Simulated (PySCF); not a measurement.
# LiGa under other conditions

One physical setting of the base script is moved in each run, with the edits that it forces.

Program: PySCF 2.14.0. Level of theory: each script names its method and basis. These are calculated values, not measurements.

6 further runs of the same task are left out: 6 that didn't finish.

## 1. The starting structure

LiGa: 2 atoms, charge 0, spin multiplicity 1.

Bond lengths: Li1–Ga2 2.241 Å.

## 2. Base script

input.py reads:

```python
from pyscf import gto, scf
from pyscf.hessian import thermo

mol = gto.M(
    atom='Li 0 0 0; Ga 0 0 2.241',
    basis='6-31g',
    charge=0,
    spin=0,
    symmetry=True,
    verbose=4,
)
mf = scf.RHF(mol)
mf.kernel()
hess = mf.Hessian().kernel()
print('wavenumber (cm^-1) =', thermo.harmonic_analysis(mol, hess)['freq_wavenumber'].round(1))
mf.dip_moment()
print('orbital energies (hartree):', mf.mo_energy[..., max(0, mol.nelec[1]-3):mol.nelec[0]+3].round(4))
```

On the command line:

```
OMP_NUM_THREADS=1 python input.py
```

Its log is not repeated here.

Base result: E(SCF) = -1930.298654 Eh, 9 cycles, μ = 3.87 D, wavenumbers 635 cm⁻¹.

The bond length is a typed value, not an optimised one, so the wavenumber is not that of the minimum.

## 3. Electric field 0.005 a.u.

Edit 1 changes electric field: none → 0.005 a.u.; point-group symmetry: on → off; step after the SCF: frequency → analyze.

input.py reads:

```python
from pyscf import gto, scf

mol = gto.M(
    atom='Li 0 0 0; Ga 0 0 2.241',
    basis='6-31g',
    charge=0,
    spin=0,
    verbose=4,
)
mf = scf.RHF(mol)
field = 0.005  # electric field along z, atomic units
h = mf.get_hcore() + field*mol.intor('int1e_r')[2]
mf.get_hcore = lambda *args: h
e_nuc = mol.energy_nuc() - field*mol.atom_charges() @ mol.atom_coords()[:, 2]
mf.energy_nuc = lambda *args: e_nuc
mf.kernel()
mf.analyze()
print('orbital energies (hartree):', mf.mo_energy[..., max(0, mol.nelec[1]-3):mol.nelec[0]+3].round(4))
```

On the command line:

```
OMP_NUM_THREADS=1 python input.py
```

## 4. Electric field 0.05 a.u.

Edit 2 changes electric field: none → 0.05 a.u.; point-group symmetry: on → off; step after the SCF: frequency → analyze.

input.py reads:

```python
from pyscf import gto, scf

mol = gto.M(
    atom='Li 0 0 0; Ga 0 0 2.241',
    basis='6-31g',
    charge=0,
    spin=0,
    verbose=4,
)
mf = scf.RHF(mol)
field = 0.05  # electric field along z, atomic units
h = mf.get_hcore() + field*mol.intor('int1e_r')[2]
mf.get_hcore = lambda *args: h
e_nuc = mol.energy_nuc() - field*mol.atom_charges() @ mol.atom_coords()[:, 2]
mf.energy_nuc = lambda *args: e_nuc
mf.kernel()
mf.analyze()
print('orbital energies (hartree):', mf.mo_energy[..., max(0, mol.nelec[1]-3):mol.nelec[0]+3].round(4))
```

## 5. Charge +2 (UHF)

Edit 3 changes charge: 0 → 2; SCF type: RHF → UHF.

input.py reads:

```python
from pyscf import gto, scf
from pyscf.hessian import thermo

mol = gto.M(
    atom='Li 0 0 0; Ga 0 0 2.241',
    basis='6-31g',
    charge=2,
    spin=0,
    symmetry=True,
    verbose=4,
)
mf = scf.UHF(mol)
mf.kernel()
hess = mf.Hessian().kernel()
print('wavenumber (cm^-1) =', thermo.harmonic_analysis(mol, hess)['freq_wavenumber'].round(1))
mf.dip_moment()
print('orbital energies (hartree):', [e[max(0, n-3):n+3].round(4) for e, n in zip(mf.mo_energy, mol.nelec)])
```

What does the calculation give? Wanted: for each run, E(SCF); from base; gap; SCF dipole; after the SCF.

**Answer**, as computed:

```csv
run,E(SCF) (hartree),from base (eV),cycles,gap (eV),SCF dipole (D),after the SCF
base,-1930.298654,0,9,5.31,3.87,highest mode 635 cm⁻¹
electric field 0.005 a.u.,-1930.294132,+0.1230,9,5.19,0.63,n/a
electric field 0.05 a.u.,-1930.609703,-8.4641,8,5.68,33.24,n/a
charge +2 (UHF),-1929.712966,+15.9374,9,13.46,n/a,highest mode 550 cm⁻¹
```

In words: The largest comparable shift of the SCF energy, -8.464 eV, comes with the run “electric field 0.05 a.u.”.
